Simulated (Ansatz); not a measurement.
# C3H6AlB: small, medium and large basis sets

An exercise on one series of results from a longer session: the logs are not shown, and one member is left open.

Method: one geometry, several basis sets; program: Ansatz 0.2.0, Gaussian basis.

Plan: PBE0-D4/def2-SVP; ωB97M-V/def2-SVP; PBE0-D4/def2-QZVPP; ωB97M-V/def2-QZVPP; the functionals' def2-TZVPP values are taken from earlier runs.

## The relaxed structure

An earlier PBE0-D4 in a triple-zeta def2 set relaxation fixed the geometry.

SMILES `BC1=[CH][AlH][CH2]1`, 11 atoms, charge 0, spin multiplicity 1.

Atoms are counted from 1 here; the program's logs count them from 0.

Bond lengths: B1–C2 1.535 Å, B1–H6 1.197 Å, B1–H7 1.199 Å, C2–C3 1.369 Å, C2–C5 1.526 Å, C3–Al4 1.914 Å, C3–H8 1.085 Å, Al4–C5 1.964 Å, Al4–H9 1.588 Å, C5–H10 1.092 Å, C5–H11 1.092 Å. Angles: C2–B1–H6 120.6°, C2–B1–H7 119.8°, H6–B1–H7 119.6°, B1–C2–C3 119.3°, B1–C2–C5 126.2°, C3–C2–C5 113.4°, C2–C3–Al4 85.8°, C2–C3–H8 122.2°, Al4–C3–H8 150.1°, C3–Al4–C5 77.3°, C3–Al4–H9 138.9°, C5–Al4–H9 140.6°, C2–C5–Al4 80.1°, C2–C5–H10 115.0°, C2–C5–H11 110.4°, Al4–C5–H10 123.7°, Al4–C5–H11 116.2°, H10–C5–H11 108.3°.

The first run:

in.yaml

```yaml
crystal:
  periodic: [false, false, false]
  atoms:
    - {symbol: B, position_ang: [1.316075, 1.241322, -0.224601]}
    - {symbol: C, position_ang: [0.074354, 0.381620, 0.047979]}
    - {symbol: C, position_ang: [-0.221907, 0.021296, 1.335462]}
    - {symbol: Al, position_ang: [-1.065016, -1.514347, 0.564003]}
    - {symbol: C, position_ang: [-0.753813, -0.362261, -0.996256]}
    - {symbol: H, position_ang: [1.520447, 2.234520, 0.411001]}
    - {symbol: H, position_ang: [2.121811, 0.882487, -1.036573]}
    - {symbol: H, position_ang: [0.219341, 0.521098, 2.191782]}
    - {symbol: H, position_ang: [-1.347194, -3.033789, 0.929714]}
    - {symbol: H, position_ang: [-0.200927, -0.679419, -1.882945]}
    - {symbol: H, position_ang: [-1.597869, 0.250471, -1.318967]}
basis:
  gaussian: {orbitals: def2-SVP}
hamiltonian: {xc: pbe0, dispersion: d4}
output: {orbitals: {seedname: orbitals}}
```

The run is started by

```bash
$ ansatz run in.yaml --threads 2 --pin off --events-out ev --progress --plain --max-ram 4352MiB
```

Steps of the session up to this table: PBE0-D4 in def2-SVP; ωB97M-V in def2-SVP; PBE0-D4 in def2-QZVPP; ωB97M-V in def2-QZVPP.

One of the session's tables, all rows but one given; the rest of the session is left out.

It belongs to the step «Functionals by basis». 

```
functional       basis  HOMO (eV)  LUMO (eV)
   PBE0-D4    def2-SVP      -6.91      -1.93
   PBE0-D4  def2-TZVPP      -6.91      -1.97
   PBE0-D4  def2-QZVPP          ?          ?
   ωB97M-V    def2-SVP      -9.00       0.02
   ωB97M-V  def2-TZVPP      -9.03      -0.10
   ωB97M-V  def2-QZVPP      -9.03      -0.17
```

Estimate the missing values for PBE0-D4, def2-QZVPP.

**Answer.** HOMO (eV): -6.91; LUMO (eV): -1.98.
